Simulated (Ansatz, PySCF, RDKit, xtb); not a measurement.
**InSnH4F: from the formula to a structure**

Given the formula InSnH4F and nothing else, which arrangement of the atoms is the most stable in the gas at 298.15 K, and what are its properties?

The funnel: GFN2-xTB relaxations, single points with a density functional, relaxations at PBE0-D3(BJ)/def2-SVP, harmonic vibrations, and a last energy at a higher level. All values are calculated.

6 further runs of the same task are left out: 6 set aside as unsound or not needed.

## (1) Candidates

A program enumerates the bonding patterns with one Lewis structure each (two rings at most, one unusual centre or charged pair), with their diastereomers. O–O, O–halogen and N–halogen bonds and N–N–N chains are not drawn. That gives 4 candidates.

```
label             SMILES     spin
 c004    [F][SnH2][InH2]  singlet
 c082  [F][InH2-][SnH2+]  singlet
 c355   [F][SnH+][InH3-]  singlet
 c889     [F][InH][SnH3]  singlet
```

Candidates are built by distance geometry, with a force field where one applies, in up to four conformers (letters a to d). 6 starts with atoms placed at random are added, to find patterns that the rules miss.

**Question.** With final energies at CCSD(T)/def2-TZVP, which structure will this search put lowest in free energy, and by what margin?

| quantity | value |
| --- | --- |
| lowest structure found | [F][InH][SnH3], singlet, Cs |
| next finalist | [F][SnH2][InH2], singlet, 7.0 kcal/mol higher in G |
| share at equilibrium, among the finalists | 100.0 % |
| harmonic wavenumbers, lowest and highest (PBE0-D3(BJ)/def2-SVP) | 30 and 1936 cm⁻¹ |
| rotational constants, same geometry | 0.2805, 0.03006, 0.0275 cm⁻¹ |
| dipole moment (PBE0/def2-TZVPD) | 3.10 D |
| HOMO energy (PBE0/def2-TZVPD) | -7.71 eV |
| LUMO energy (PBE0/def2-TZVPD) | -2.15 eV |
| HOMO–LUMO gap (PBE0/def2-TZVPD) | 5.56 eV |
| lowest excitation (TD-PBE0/def2-SVPD) | 4.37 eV (f = 0.009) |
| strongest of the states computed, same level | 5.89 eV (f = 0.322) |
| lowest triplet excitation, same level, Tamm-Dancoff | 3.81 eV |
| vertical ionisation energy | 9.60 eV |
| vertical electron affinity | 0.69 eV |
| vertical triplet less singlet | +3.83 eV |

`[F][InH][SnH3]` comes out lowest. The margin of 7.0 kcal/mol over the next finalist is beyond the usual error of the last level; it says nothing of structures that weren't ranked. PBE0-D3(BJ)/def2-SVP, HF/def2-TZVP and MP2/def2-TZVP already put its bonding pattern lowest among the structures in one piece. Spin-orbit coupling, which matters for elements this heavy, is left out. Lowest found is not proven lowest: the search is finite, and each finalist counts with one conformer. Patterns outside the rules of the enumeration were met only by chance. The lowest isomer need not be the one that is made and kept in a bottle, which depends on barriers.
